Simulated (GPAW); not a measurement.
# AgAu3 (Pm-3m) in GPAW: a series of runs

The runs below take AgAu3 through relaxation of cell and atoms, with PBEsol.

Everything below comes from runs of GPAW 26.7.0. Logs are shortened: lines on timing, memory, paths and dates and some standing lists are left out, and cuts for length are marked. The log counts tension as positive stress, the text compression.

## Step 1: Starting point

The structure is cubic, space group Pm-3m (No. 221). The conventional cell has a = 4.122 Å, b = 4.122 Å, c = 4.122 Å, α = 90.00°, β = 90.00°, γ = 90.00°. Around Au (site symmetry 4/mmm) lie 8 Au at 2.91 Å and 4 Ag at 2.91 Å. Around Ag (site symmetry m-3m) lie 12 Au at 2.91 Å.

The cell comes from a database or a generator and needn't be the stable form of this composition.

## Step 2: Relaxation of cell and atoms, PBEsol

Input file run.py:

```python
from ase import Atoms
from ase.filters import FrechetCellFilter
from ase.io import write
from ase.optimize import BFGS
from gpaw import GPAW, PW, setup_paths

setup_paths.insert(0, '.')

atoms = Atoms(['Au', 'Au', 'Au', 'Ag'],
              cell=[[4.12163154, 0.0, 0.0],
                    [0.0, 4.12163154, 0.0],
                    [0.0, 0.0, 4.12163154]],
              scaled_positions=[[0.0, 0.0, 0.5],
                                [0.0, 0.5, 0.0],
                                [0.5, 0.0, 0.0],
                                [0.5, 0.5, 0.5]],
              pbc=True)

calc = GPAW(mode=PW(600),
            xc='PBEsol',
            kpts={'size': (6, 6, 6), 'gamma': True},
            occupations={'name': 'fermi-dirac', 'width': 0.05},
            nbands=46,
            convergence={'density': 1e-05, 'forces': 0.0001},
            maxiter=150,
            txt='gpaw.txt')
atoms.calc = calc
opt = BFGS(FrechetCellFilter(atoms), trajectory='relax.traj', logfile='-')
done = opt.run(fmax=0.02, steps=60)
calc.write('gs.gpw')
write('result.traj', atoms)
print('Converged:', done)
print('Cell:', atoms.cell.cellpar().round(4))
print('Volume:', round(atoms.get_volume(), 4))
print(atoms.get_scaled_positions().round(5))
```

Potentials or basis: PAW data sets generated in the run's folder for this functional, pw.

On the command line:

```
gpaw-setup -f PBEsol Ag Au
OMP_NUM_THREADS=1 python run.py
```

gpaw.txt:

```text
__  _  _
 | _ |_)|_||  |
 |__||  | ||/\| - 26.7.0

Input parameters:
  mode=PW(ecut=600.0),
  convergence={'density': 1e-05, 'forces': 0.0001},
  kpts=MonkhorstPack(size=(6, 6, 6), gamma=True),
  maxiter=150,
  nbands=46,
  occupations=Occupations(name='fermi-dirac', width=0.05),
  xc=XC(name='PBEsol')

Diagonalizing LCAO Hamiltonian
Converting LCAO to pw mode
    .---------.
   /|         |
  / |         |
 *  |         |
 |  |  Ag     |
 |  .---------.
 AuAu        /
 |/         /
 *----Au---*

Atoms  # Å, Bohr magnetons
|   | symbol |        x |        y |        z |    initial magnetic moments |
|---|--------|----------|----------|----------|-----------------------------|
| 0 |     Au | 0.000000 | 0.000000 | 2.060816 | ( 0.0000,  0.0000,  0.0000) |
| 1 |     Au | 0.000000 | 2.060816 | 0.000000 | ( 0.0000,  0.0000,  0.0000) |
| 2 |     Au | 2.060816 | 0.000000 | 0.000000 | ( 0.0000,  0.0000,  0.0000) |
| 3 |     Ag | 2.060816 | 2.060816 | 2.060816 | ( 0.0000,  0.0000,  0.0000) |

Unit cell  # Å
| periodic |        x |        y |        z |  lengths |    angles |
|----------|----------|----------|----------|----------|-----------|
|      yes | 4.121632 | 0.000000 | 0.000000 | 4.121632 | 90.000000 |
|      yes | 0.000000 | 4.121632 | 0.000000 | 4.121632 | 90.000000 |
|      yes | 0.000000 | 0.000000 | 4.121632 | 4.121632 | 90.000000 |

Number of symmetries: 48
Symmetry operations  # r_c * U_cc + t_c -> r_c
|    | kind |            matrix            |
|----|------|------------------------------|
|  0 |  E   |  1, 0, 0,  0, 1, 0,  0, 0, 1 |
|  1 |  σ   |  1, 0, 0,  0, 1, 0,  0, 0,-1 |
|  2 |  σ   |  1, 0, 0,  0, 0, 1,  0, 1, 0 |
|  3 |  C4  |  1, 0, 0,  0, 0, 1,  0,-1, 0 |
|  4 |  C4  |  1, 0, 0,  0, 0,-1,  0, 1, 0 |
|  5 |  σ   |  1, 0, 0,  0, 0,-1,  0,-1, 0 |
|  6 |  σ   |  1, 0, 0,  0,-1, 0,  0, 0, 1 |
|  7 |  C2  |  1, 0, 0,  0,-1, 0,  0, 0,-1 |
|  8 |  σ   |  0, 1, 0,  1, 0, 0,  0, 0, 1 |
|  9 |  C2  |  0, 1, 0,  1, 0, 0,  0, 0,-1 |
| 10 |  C3  |  0, 1, 0,  0, 0, 1,  1, 0, 0 |
| 11 |  S6  |  0, 1, 0,  0, 0, 1, -1, 0, 0 |
| 12 |  S6  |  0, 1, 0,  0, 0,-1,  1, 0, 0 |
| 13 |  C3  |  0, 1, 0,  0, 0,-1, -1, 0, 0 |
| 14 |  C4  |  0, 1, 0, -1, 0, 0,  0, 0, 1 |
| 15 |  S4  |  0, 1, 0, -1, 0, 0,  0, 0,-1 |
| 16 |  C3  |  0, 0, 1,  1, 0, 0,  0, 1, 0 |
| 17 |  S6  |  0, 0, 1,  1, 0, 0,  0,-1, 0 |
| 18 |  σ   |  0, 0, 1,  0, 1, 0,  1, 0, 0 |
| 19 |  C4  |  0, 0, 1,  0, 1, 0, -1, 0, 0 |
| 20 |  C2  |  0, 0, 1,  0,-1, 0,  1, 0, 0 |
| 21 |  S4  |  0, 0, 1,  0,-1, 0, -1, 0, 0 |
| 22 |  S6  |  0, 0, 1, -1, 0, 0,  0, 1, 0 |
| 23 |  C3  |  0, 0, 1, -1, 0, 0,  0,-1, 0 |
| 24 |  S6  |  0, 0,-1,  1, 0, 0,  0, 1, 0 |
| 25 |  C3  |  0, 0,-1,  1, 0, 0,  0,-1, 0 |
| 26 |  C4  |  0, 0,-1,  0, 1, 0,  1, 0, 0 |
| 27 |  σ   |  0, 0,-1,  0, 1, 0, -1, 0, 0 |
| 28 |  S4  |  0, 0,-1,  0,-1, 0,  1, 0, 0 |
| 29 |  C2  |  0, 0,-1,  0,-1, 0, -1, 0, 0 |
| 30 |  C3  |  0, 0,-1, -1, 0, 0,  0, 1, 0 |
| 31 |  S6  |  0, 0,-1, -1, 0, 0,  0,-1, 0 |
| 32 |  C4  |  0,-1, 0,  1, 0, 0,  0, 0, 1 |
| 33 |  S4  |  0,-1, 0,  1, 0, 0,  0, 0,-1 |
[... 181 lines left out ...]
Fermi level: 8.852
Eigenvalues  # (at kpt = [0.000, 0.000, 0.000])
| band index |      eig [eV] | occ [0-2] |
|------------|---------------|-----------|
|          0 |       -46.263 |     2.000 |
|        ... |               |           |
|         16 |         6.618 |     2.000 |
|         17 |         6.776 |     2.000 |
|         18 |         6.776 |     2.000 |
|         19 |         6.776 |     2.000 |
|         20 |         6.912 |     2.000 |
|         21 |         7.254 |     2.000 |
[... 8 lines left out ...]
|         30 |        19.149 |     0.000 |
|         31 |        19.149 |     0.000 |
|        ... |               |           |
|         45 |        28.339 |     0.000 |

No gap
No difference between direct/indirect transitions

Stress tensor  # eV/Ang^3
|        x |        y |        z |
|----------|----------|----------|
| 0.022158 | 0.000000 | 0.000000 |
| 0.000000 | 0.022158 | 0.000000 |
| 0.000000 | 0.000000 | 0.022158 |

Forces  # eV/Ang
|       x |       y |       z |
|---------|---------|---------|
| 0.00000 | 0.00000 | 0.00000 |  # Au   0
| 0.00000 | 0.00000 | 0.00000 |  # Au   1
| 0.00000 | 0.00000 | 0.00000 |  # Au   2
| 0.00000 | 0.00000 | 0.00000 |  # Ag   3

Interpolating wave functions to new cell

              Ag
       Au
         Au
            Au

Atoms  # Å, Bohr magnetons
|   | symbol |         x |         y |        z |    initial magnetic moments |
|---|--------|-----------|-----------|----------|-----------------------------|
| 0 |     Au |  0.000000 |  0.000000 | 2.057963 | ( 0.0000,  0.0000,  0.0000) |
| 1 |     Au | -0.000000 |  2.057963 | 0.000000 | ( 0.0000,  0.0000,  0.0000) |
| 2 |     Au |  2.057963 | -0.000000 | 0.000000 | ( 0.0000,  0.0000,  0.0000) |
| 3 |     Ag |  2.057963 |  2.057963 | 2.057963 | ( 0.0000,  0.0000,  0.0000) |

Unit cell  # Å
| periodic |         x |         y |        z |  lengths |    angles |
|----------|-----------|-----------|----------|----------|-----------|
|      yes |  4.115926 | -0.000000 | 0.000000 | 4.115926 | 90.000000 |
|      yes | -0.000000 |  4.115926 | 0.000000 | 4.115926 | 90.000000 |
|      yes |  0.000000 |  0.000000 | 4.115926 | 4.115926 | 90.000000 |

Number of symmetries: 48
Symmetry operations  # r_c * U_cc + t_c -> r_c
|    | kind |            matrix            |
|----|------|------------------------------|
|  0 |  E   |  1, 0, 0,  0, 1, 0,  0, 0, 1 |
|  1 |  σ   |  1, 0, 0,  0, 1, 0,  0, 0,-1 |
|  2 |  σ   |  1, 0, 0,  0, 0, 1,  0, 1, 0 |
|  3 |  C4  |  1, 0, 0,  0, 0, 1,  0,-1, 0 |
|  4 |  C4  |  1, 0, 0,  0, 0,-1,  0, 1, 0 |
|  5 |  σ   |  1, 0, 0,  0, 0,-1,  0,-1, 0 |
|  6 |  σ   |  1, 0, 0,  0,-1, 0,  0, 0, 1 |
|  7 |  C2  |  1, 0, 0,  0,-1, 0,  0, 0,-1 |
|  8 |  σ   |  0, 1, 0,  1, 0, 0,  0, 0, 1 |
|  9 |  C2  |  0, 1, 0,  1, 0, 0,  0, 0,-1 |
| 10 |  C3  |  0, 1, 0,  0, 0, 1,  1, 0, 0 |
| 11 |  S6  |  0, 1, 0,  0, 0, 1, -1, 0, 0 |
| 12 |  S6  |  0, 1, 0,  0, 0,-1,  1, 0, 0 |
| 13 |  C3  |  0, 1, 0,  0, 0,-1, -1, 0, 0 |
| 14 |  C4  |  0, 1, 0, -1, 0, 0,  0, 0, 1 |
| 15 |  S4  |  0, 1, 0, -1, 0, 0,  0, 0,-1 |
| 16 |  C3  |  0, 0, 1,  1, 0, 0,  0, 1, 0 |
| 17 |  S6  |  0, 0, 1,  1, 0, 0,  0,-1, 0 |
| 18 |  σ   |  0, 0, 1,  0, 1, 0,  1, 0, 0 |
| 19 |  C4  |  0, 0, 1,  0, 1, 0, -1, 0, 0 |
| 20 |  C2  |  0, 0, 1,  0,-1, 0,  1, 0, 0 |
| 21 |  S4  |  0, 0, 1,  0,-1, 0, -1, 0, 0 |
| 22 |  S6  |  0, 0, 1, -1, 0, 0,  0, 1, 0 |
| 23 |  C3  |  0, 0, 1, -1, 0, 0,  0,-1, 0 |
| 24 |  S6  |  0, 0,-1,  1, 0, 0,  0, 1, 0 |
| 25 |  C3  |  0, 0,-1,  1, 0, 0,  0,-1, 0 |
| 26 |  C4  |  0, 0,-1,  0, 1, 0,  1, 0, 0 |
| 27 |  σ   |  0, 0,-1,  0, 1, 0, -1, 0, 0 |
| 28 |  S4  |  0, 0,-1,  0,-1, 0,  1, 0, 0 |
| 29 |  C2  |  0, 0,-1,  0,-1, 0, -1, 0, 0 |
| 30 |  C3  |  0, 0,-1, -1, 0, 0,  0, 1, 0 |
| 31 |  S6  |  0, 0,-1, -1, 0, 0,  0,-1, 0 |
| 32 |  C4  |  0,-1, 0,  1, 0, 0,  0, 0, 1 |
| 33 |  S4  |  0,-1, 0,  1, 0, 0,  0, 0,-1 |
[... 179 lines left out ...]
Fermi level: 8.921
Eigenvalues  # (at kpt = [0.000, 0.000, 0.000])
| band index |      eig [eV] | occ [0-2] |
|------------|---------------|-----------|
|          0 |       -46.209 |     2.000 |
|        ... |               |           |
|         16 |         6.681 |     2.000 |
|         17 |         6.842 |     2.000 |
|         18 |         6.842 |     2.000 |
|         19 |         6.842 |     2.000 |
|         20 |         6.977 |     2.000 |
|         21 |         7.321 |     2.000 |
[... 8 lines left out ...]
|         30 |        19.233 |     0.000 |
|         31 |        19.233 |     0.000 |
|        ... |               |           |
|         45 |        28.437 |     0.000 |

No gap
No difference between direct/indirect transitions

Stress tensor  # eV/Ang^3
|         x |         y |        z |
|-----------|-----------|----------|
|  0.018514 | -0.000000 | 0.000000 |
| -0.000000 |  0.018514 | 0.000000 |
|  0.000000 |  0.000000 | 0.018514 |

Forces  # eV/Ang
|        x |        y |        z |
|----------|----------|----------|
| -0.00000 | -0.00000 | -0.00000 |  # Au   0
| -0.00000 | -0.00000 |  0.00000 |  # Au   1
| -0.00000 |  0.00000 |  0.00000 |  # Au   2
|  0.00000 |  0.00000 |  0.00000 |  # Ag   3

Interpolating wave functions to new cell

              Ag
       Au
         Au
            Au

Atoms  # Å, Bohr magnetons
|   | symbol |         x |        y |         z |    initial magnetic moments |
|---|--------|-----------|----------|-----------|-----------------------------|
| 0 |     Au | -0.000000 | 0.000000 |  2.043883 | ( 0.0000,  0.0000,  0.0000) |
| 1 |     Au |  0.000000 | 2.043883 |  0.000000 | ( 0.0000,  0.0000,  0.0000) |
| 2 |     Au |  2.043883 | 0.000000 | -0.000000 | ( 0.0000,  0.0000,  0.0000) |
| 3 |     Ag |  2.043883 | 2.043883 |  2.043883 | ( 0.0000,  0.0000,  0.0000) |

Unit cell  # Å
| periodic |         x |         y |         z |  lengths |    angles |
|----------|-----------|-----------|-----------|----------|-----------|
|      yes |  4.087767 |  0.000000 | -0.000000 | 4.087767 | 90.000000 |
|      yes |  0.000000 |  4.087767 |  0.000000 | 4.087767 | 90.000000 |
|      yes | -0.000000 | -0.000000 |  4.087767 | 4.087767 | 90.000000 |

Number of symmetries: 48
Symmetry operations  # r_c * U_cc + t_c -> r_c
|    | kind |            matrix            |
|----|------|------------------------------|
|  0 |  E   |  1, 0, 0,  0, 1, 0,  0, 0, 1 |
|  1 |  σ   |  1, 0, 0,  0, 1, 0,  0, 0,-1 |
|  2 |  σ   |  1, 0, 0,  0, 0, 1,  0, 1, 0 |
|  3 |  C4  |  1, 0, 0,  0, 0, 1,  0,-1, 0 |
|  4 |  C4  |  1, 0, 0,  0, 0,-1,  0, 1, 0 |
|  5 |  σ   |  1, 0, 0,  0, 0,-1,  0,-1, 0 |
|  6 |  σ   |  1, 0, 0,  0,-1, 0,  0, 0, 1 |
|  7 |  C2  |  1, 0, 0,  0,-1, 0,  0, 0,-1 |
|  8 |  σ   |  0, 1, 0,  1, 0, 0,  0, 0, 1 |
|  9 |  C2  |  0, 1, 0,  1, 0, 0,  0, 0,-1 |
| 10 |  C3  |  0, 1, 0,  0, 0, 1,  1, 0, 0 |
| 11 |  S6  |  0, 1, 0,  0, 0, 1, -1, 0, 0 |
| 12 |  S6  |  0, 1, 0,  0, 0,-1,  1, 0, 0 |
| 13 |  C3  |  0, 1, 0,  0, 0,-1, -1, 0, 0 |
| 14 |  C4  |  0, 1, 0, -1, 0, 0,  0, 0, 1 |
| 15 |  S4  |  0, 1, 0, -1, 0, 0,  0, 0,-1 |
| 16 |  C3  |  0, 0, 1,  1, 0, 0,  0, 1, 0 |
| 17 |  S6  |  0, 0, 1,  1, 0, 0,  0,-1, 0 |
| 18 |  σ   |  0, 0, 1,  0, 1, 0,  1, 0, 0 |
| 19 |  C4  |  0, 0, 1,  0, 1, 0, -1, 0, 0 |
| 20 |  C2  |  0, 0, 1,  0,-1, 0,  1, 0, 0 |
| 21 |  S4  |  0, 0, 1,  0,-1, 0, -1, 0, 0 |
| 22 |  S6  |  0, 0, 1, -1, 0, 0,  0, 1, 0 |
| 23 |  C3  |  0, 0, 1, -1, 0, 0,  0,-1, 0 |
| 24 |  S6  |  0, 0,-1,  1, 0, 0,  0, 1, 0 |
| 25 |  C3  |  0, 0,-1,  1, 0, 0,  0,-1, 0 |
| 26 |  C4  |  0, 0,-1,  0, 1, 0,  1, 0, 0 |
| 27 |  σ   |  0, 0,-1,  0, 1, 0, -1, 0, 0 |
| 28 |  S4  |  0, 0,-1,  0,-1, 0,  1, 0, 0 |
| 29 |  C2  |  0, 0,-1,  0,-1, 0, -1, 0, 0 |
| 30 |  C3  |  0, 0,-1, -1, 0, 0,  0, 1, 0 |
| 31 |  S6  |  0, 0,-1, -1, 0, 0,  0,-1, 0 |
| 32 |  C4  |  0,-1, 0,  1, 0, 0,  0, 0, 1 |
| 33 |  S4  |  0,-1, 0,  1, 0, 0,  0, 0,-1 |
[... 180 lines left out ...]
Fermi level: 9.267
Eigenvalues  # (at kpt = [0.000, 0.000, 0.000])
| band index |      eig [eV] | occ [0-2] |
|------------|---------------|-----------|
|          0 |       -45.935 |     2.000 |
|        ... |               |           |
|         16 |         6.998 |     2.000 |
|         17 |         7.170 |     2.000 |
|         18 |         7.170 |     2.000 |
|         19 |         7.170 |     2.000 |
|         20 |         7.300 |     2.000 |
|         21 |         7.656 |     2.000 |
[... 8 lines left out ...]
|         30 |        19.652 |     0.000 |
|         31 |        19.652 |     0.000 |
|        ... |               |           |
|         45 |        28.929 |     0.000 |

No gap
No difference between direct/indirect transitions

Stress tensor  # eV/Ang^3
|         x |         y |         z |
|-----------|-----------|-----------|
| -0.000961 |  0.000000 |  0.000000 |
|  0.000000 | -0.000961 |  0.000000 |
|  0.000000 |  0.000000 | -0.000961 |

Forces  # eV/Ang
|        x |        y |       z |
|----------|----------|---------|
| -0.00000 | -0.00000 | 0.00000 |  # Au   0
|  0.00000 |  0.00000 | 0.00000 |  # Au   1
| -0.00000 |  0.00000 | 0.00000 |  # Au   2
| -0.00000 |  0.00000 | 0.00000 |  # Ag   3

# Writing to gs.gpw (mode='')
```

Run time: 2.1 min. Hardware: 1 thread of Arm Neoverse V1, shared host; peak memory 0.25 GiB.

Results:

| Item | Value |
| --- | --- |
| Free energy | -15.1186 eV |
| Relaxed volume | 17.08 Å³/atom |
| Relaxed cell | a = 4.088 Å, b = 4.088 Å, c = 4.088 Å, α = 90.00°, β = 90.00°, γ = 90.00° |
| Space group after relaxing (to 0.05 Å) | Pm-3m (No. 221) |
| Energy gained by relaxing | 4.6 meV/atom |
| Ionic steps | 3 |
| Pressure after relaxing | 0.2 GPa |
| Band gap on the k mesh | none (metal or under the smearing width) |

Step by step:
| step | energy change (eV) | largest force (eV/Å) | pressure (GPa) | volume (Å³) |
| --- | --- | --- | --- | --- |
| 1 | 0.0000 | 0.0000 | -3.55 | 70.02 |
| 2 | -0.0059 | 0.0000 | -2.97 | 69.73 |
| 3 | -0.0184 | 0.0000 | 0.15 | 68.31 |

Final structure:
```
Au Ag
1.0
     4.08777    0.00000    0.00000
     0.00000    4.08777    0.00000
     0.00000    0.00000    4.08777
Au Ag
3 1
Direct
  0.00000 0.00000 0.50000
  0.00000 0.50000 0.00000
  0.50000 0.00000 0.00000
  0.50000 0.50000 0.50000
```

Caveat: with this Au data set, volumes or pressures lay over 1.5 % or 2 GPa off other programs in two to four cells of ten; later steps reuse the first step's grids. The run has no spin-orbit coupling, so splittings on Au are missing.

## Step 3: Relaxation of cell and atoms, PBEsol, target pressure 2 GPa, at which the enthalpy is minimised

run.py, as its differences from that of step 2:

```diff
@@ -4,2 +4,3 @@
 from ase.optimize import BFGS
+from ase.units import GPa
 from gpaw import GPAW, PW, setup_paths
@@ -27,3 +28,3 @@
 atoms.calc = calc
-opt = BFGS(FrechetCellFilter(atoms), trajectory='relax.traj', logfile='-')
+opt = BFGS(FrechetCellFilter(atoms, scalar_pressure=2 * GPa), trajectory='relax.traj', logfile='-')
 done = opt.run(fmax=0.02, steps=60)
```

Potentials or basis: PAW data sets generated in the run's folder for this functional, pw.

On the command line:

```
gpaw-setup -f PBEsol Ag Au
OMP_NUM_THREADS=1 python run.py
```

Wall time 2.7 min (1 thread of Arm Neoverse V1, shared host); peak memory 0.29 GiB.

Results (log left out):

- Free energy: -15.1135 eV
- Relaxed volume: 16.89 Å³/atom
- Relaxed cell: a = 4.073 Å, b = 4.073 Å, c = 4.073 Å, α = 90.00°, β = 90.00°, γ = 90.00°
- Space group after relaxing (to 0.05 Å): Pm-3m (No. 221)
- Energy change on relaxing (the enthalpy is what falls): -3.3 meV/atom
- Ionic steps: 4
- Pressure after relaxing: 2.0 GPa
- Band gap on the k mesh: none (metal or under the smearing width)

Step by step:
| step | energy change (eV) | largest force (eV/Å) | pressure (GPa) | volume (Å³) |
| --- | --- | --- | --- | --- |
| 1 | 0.0000 | 0.0000 | -3.55 | 70.02 |
| 2 | -0.0087 | 0.0000 | -2.63 | 69.56 |
| 3 | -0.0113 | 0.0000 | 2.37 | 67.41 |
| 4 | -0.0134 | 0.0000 | 1.98 | 67.56 |

Final structure:
```
Au Ag
1.0
     4.07283    0.00000    0.00000
     0.00000    4.07283    0.00000
     0.00000    0.00000    4.07283
Au Ag
3 1
Direct
  0.00000 0.00000 0.50000
  0.00000 0.50000 0.00000
  0.50000 0.00000 0.00000
  0.50000 0.50000 0.50000
```

Levels at points of the mesh, in eV from the Fermi level:
```csv
k point,band 22,band 23,band 24,band 25,band 26,band 27,band 28,band 29
"(0.00, 0.00, 0.00)",-1.62,-1.62,-1.62,1.12,1.12,1.12,5.63,5.63
"(0.50, 0.00, 0.00)",-2.94,-2.60,-2.11,-1.61,4.96,5.96,6.03,6.03
"(0.50, 0.50, 0.00)",-3.17,-3.14,-0.90,-0.21,-0.21,-0.03,8.65,8.84
"(0.50, 0.50, 0.50)",-1.94,-1.94,-1.03,-0.86,-0.86,-0.86,2.86,2.86
```

Caveat: with this Au data set, volumes or pressures lay over 1.5 % or 2 GPa off other programs in two to four cells of ten; later steps reuse the first step's grids.

(Continued in part 2 of 2.)
